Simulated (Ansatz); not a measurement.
Ba2Tl5V3O12:

```xyz
22
Lattice="8.1542 0.0000 0.0000 -4.0771 7.0618 0.0000 0.0000 0.0000 6.9213" Properties=species:S:1:pos:R:3 pbc="T T T"
Ba    0.0000    0.0000    1.6301
Ba    0.0000    0.0000    5.2912
V     4.0771    0.0000    0.0000
V    -2.0386    3.5309    0.0000
V     2.0386    3.5309    0.0000
Tl    4.0771    0.0000    3.4606
Tl   -2.0386    3.5309    3.4606
Tl    2.0386    3.5309    3.4606
Tl    0.0000    4.7079    1.5565
Tl    4.0771    2.3539    5.3648
O     1.3636    2.4246    5.6370
O     1.2955    7.0304    5.6370
O    -2.6592    4.6685    5.6370
O     1.4179    2.3932    1.2843
O     5.4407    4.6372    1.2843
O     5.3726    0.0314    1.2843
O     2.7135    4.6372    1.2843
O     2.7816    0.0314    1.2843
O     6.7363    2.3932    1.2843
O     2.6592    4.6685    5.6370
O    -1.3636    2.4246    5.6370
O    -1.2955    7.0304    5.6370
```

The cell was built by a generator and needn't be a form met in nature.

Base run:

```yaml
Program: Ansatz 0.2.0
Functional: PBEsol
Potentials_or_basis: all-electron LAPW, scalar-relativistic
Cutoff: 422 eV
Density_cutoff: 1686 eV
Basis_error_allowed: 0.003 eV/atom
k_mesh: 3 × 3 × 3
Occupations: fermi-dirac, width 0.05 eV
Spin: collinear spin, ferromagnetic start
Starting_moments: "[0.0, 0.0, 2.0, 2.0, 2.0, 0.0, 0.0, 0.0, 0.0, 0.0, 0.0, 0.0, 0.0, 0.0, 0.0, 0.0, 0.0, 0.0, 0.0, 0.0, 0.0, 0.0] μB"
```

Its results: band gap on the k mesh none (metal or under the smearing width); pressure -3.9 GPa; net moment 0.00 μB per cell; largest force 0.226 eV/Å.

**Question.** The run is repeated on the same cell with these changes: functional from PBEsol to PBE; hubbard terms from none to V d U = 3 eV. What comes out?

**Answer.** Band gap on the k mesh none (metal or under the smearing width); pressure 1.4 GPa; net moment 1.38 μB per cell; site moments Ba +0.00; V +0.61; Tl -0.01, -0.02; O -0.08 μB; largest force 0.549 eV/Å.

Several settings changed at once, so the effect can't be laid on one alone.

Caveats: the k mesh is thin for a metal, which can move the energy by tens of meV per atom; semilocal functionals often make such compounds metallic where correlation or magnetic order opens a gap, which also shifts bond lengths (some runs); the magnetic state may not be the lowest (some runs); U is the effective U less J, on atomic orbitals that reach past the spheres (some runs).

Not every run made on this cell is shown here.
